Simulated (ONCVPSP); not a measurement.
# Er: generating and testing an ONCV potential

Do these settings give a usable potential? It is generated, then checked for transferability, scattering, ghosts and hardness.

Method: ONCVPSP 4.0.1.1 (patched build), PBE, scalar-relativistic.

## (1) Starting point

Typed settings, in words:

```
element                 : erbium (Er, Z = 68)
type                    : optimised norm-conserving Vanderbilt (ONCV)
frozen core             : [Kr] 4d10
valence charge          : 22
reference configuration : 4f11 5s2 5p6 5d1 6s2
partial waves           : 5s+6s: rc 2.05 bohr, ncon 5, nbas 10, qcut 7.3 1/bohr, 2 projectors; 5p: rc 2.05 bohr, ncon 4, nbas 7, qcut 7.6 1/bohr, 2 projectors, debl 1.6 Ha; 5d: rc 3.35 bohr, ncon 3, nbas 7, qcut 4.7 1/bohr, 2 projectors, debl 3.4 Ha; 4f: rc 1.35 bohr, ncon 4, nbas 9, qcut 12 1/bohr, 2 projectors, debl 2.9 Ha
local potential         : polynomial inside 0.90 bohr (lpopt 4, dvloc0 0 Ha)
core correction         : Teter function, fcfact 4.75, rcfact 1.5
```

An earlier all-electron run gives the scale for the radii.

All-electron outer shells of the reference configuration (PBE, scalar-relativistic, ld1.x):

| shell | level (eV) | outermost node (bohr) | outermost maximum (bohr) |
| --- | --- | --- | --- |
| 4d | -172.63 | 0.25 | 0.51 |
| 5s | -56.02 | 0.60 | 1.10 |
| 5p | -29.76 | 0.65 | 1.26 |
| 4f | -9.48 | – | 0.51 |
| 6s | -4.41 | 1.49 | 3.22 |
| 5d | -2.09 | 0.73 | 1.88 |
| 6p | -1.33 | 1.81 | 4.40 |

## (2) Generation

Er.dat reads:

```
# ATOM AND REFERENCE CONFIGURATION
# atsym  z   nc   nv     iexc    psfile
  Er 68.00    9    5        4      upf
#
#   n    l    f
    1    0    2.00
    2    0    2.00
    2    1    6.00
    3    0    2.00
    3    1    6.00
    3    2   10.00
    4    0    2.00
    4    1    6.00
    4    2   10.00
    4    3   11.00
    5    0    2.00
    5    1    6.00
    5    2    1.00
    6    0    2.00
#
# PSEUDOPOTENTIAL AND OPTIMIZATION
# lmax
    3
#
#   l,   rc,      ep,       ncon, nbas, qcut
    0    2.05    0.00    5   10    7.30
    1    2.05    0.00    4    7    7.60
    2    3.35    0.00    3    7    4.70
    3    1.35    0.00    4    9   12.00
#
# LOCAL POTENTIAL
# lloc, lpopt,  rc(5),   dvloc0
    4    4    0.90    0.00
#
# VANDERBILT-KLEINMAN-BYLANDER PROJECTORs
# l, nproj, debl
    0    2    3.70
    1    2    1.60
    2    2    3.40
    3    2    2.90
#
# MODEL CORE CHARGE
# icmod, fcfact, rcfact
    3    4.75    1.50
#
# LOG DERIVATIVE ANALYSIS
# epsh1, epsh2, depsh
   -4.00    5.00    0.02
#
# OUTPUT GRID
# rlmax, drl
    6.00    0.01
#
# TEST CONFIGURATIONS
# ncnf
    4
# nvcnf
#   n    l    f
    5
    4    3   12.00
    5    0    2.00
    5    1    6.00
    5    2    0.00
    6    0    2.00
#
    5
    4    3   12.00
    5    0    2.00
    5    1    6.00
    5    2    0.00
    6    0    1.00
#
    5
    4    3   12.00
    5    0    2.00
    5    1    6.00
    5    2    0.00
    6    0    0.00
#
    5
    4    3   11.00
    5    0    2.00
    5    1    6.00
    5    2    0.00
    6    0    0.00
#
```

Command:

```bash
$ oncvpsp.x < Er.dat > Er.out
```

**Question.** What will these runs give? Wanted: cutoffs for 1 and 0.1 mHa per electron, occupied waves; bound ghosts; GHOST(+) flags; largest test error; largest phase difference near zero energy, channels read; rms error of d²Exc/dn², without and with the model core.

As calculated:

| quantity | value |
| --- | --- |
| cutoffs for 1 and 0.1 mHa per electron, occupied waves | 66 Ha and 74 Ha |
| bound ghosts | s at -31.86 eV |
| GHOST(+) flags | p at 155 eV, d at 141 eV |
| largest test error (AE − PS) | +63 meV, for 4f12 5s2 5p6 5d0 6s0 (1 test unsolved) |
| largest phase difference near zero energy, channels read | 0.014 rad |
| rms error of d²Exc/dn², without and with the model core | 4.22 and 1.47 mHa |

What this shows: A bound ghost (s) makes it unfit for use: electrons can fall into a state that the atom doesn't have. By total energies transferability is fair where solved: the largest error is 63 meV on 13.5 eV, for 4f12 5s2 5p6 5d0 6s0. Of the tests 1 gave no usable energy difference, which is a warning in itself. By its cutoff, 66 Ha for the looser tolerance, it is very hard. At the looser tolerance the 4f wave is the slowest; 5s needs 18 Ha. Near zero energy the phases of the channels with partial waves agree within 0.014 rad. The pseudo curves have a pole with no partner nearby in the atom's: s at -1.16 Ha. The program also flags highly localised states, GHOST(+) (p, d).
